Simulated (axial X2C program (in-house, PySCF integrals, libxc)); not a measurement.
**TeCN: bond lengths and stretches, held linear**

One table from this session's results is given with a row withheld; the runs are named, their logs left out.

Computed with an in-house X2C program for linear molecules on PySCF integrals. Level: all-electron X2C, two-component (2c) or spin-free, Te dyall-v3z, C dyall-v3z, N dyall-av3z.

All values are calculated.

2 further runs of the same task are left out: 2 set aside as unsound or not needed.

The first run:

Contents of task.json:

```json
{
 "zs": [
  52,
  6,
  7
 ],
 "q": 0,
 "bas": [
  "dyall-v3z",
  "dyall-v3z",
  "dyall-av3z"
 ],
 "r0": [
  2.06,
  1.16
 ],
 "symm": 0,
 "scan": [
  "PBE0",
  "HF",
  "TPSSh"
 ],
 "levels": [
  "PBE0",
  "HF",
  "BHandHLYP"
 ],
 "nst": 2
}
```

Keys: zs atomic numbers; q charge; bas basis sets; r0 starting distance in Å; symm equal bonds; scan levels of the two-bond scan; levels methods; nst determinants followed.

Run with:

```console
python solin.py task.json out
```

Masses Te 129.906, C 12.000, N 14.003 u.

Steps of the session up to this table: Scan at PBE0, 2c; Scan at HF, 2c; Scan at TPSSh, 2c.

One table of the session follows, with a row left open; its other results are not shown here.

| level | r(Te–C) (Å) | r(C–N) (Å) | lower stretch (cm⁻¹) | upper stretch (cm⁻¹) |
| --- | --- | --- | --- | --- |
| PBE0, 2c | 2.022 | 1.158 | 471.5 | 2224.2 |
| HF, 2c | ? | ? | ? | ? |
| TPSSh, 2c | 2.027 | 1.165 | 463.5 | 2164.2 |
| PBE0, spin-free | 2.014 | 1.159 | 479.8 | 2215.0 |
| HF, spin-free | 2.038 | 1.135 | 477.2 | 2245.6 |
| TPSSh, spin-free | 2.018 | 1.166 | 472.3 | 2153.3 |

**Question.** Estimate the row for HF, 2c.

**Answer.** r(Te–C) (Å): 2.046; r(C–N) (Å): 1.134; lower stretch (cm⁻¹): 469.0; upper stretch (cm⁻¹): 2254.9. In the column «r(Te–C) (Å)» it is the highest.

Scans not shown above were run alike.

The molecule was held linear; bending was not examined, so a bent shape may lie lower. Note: functional without a current term on a determinant with orbital currents, of the molecule or an atom.
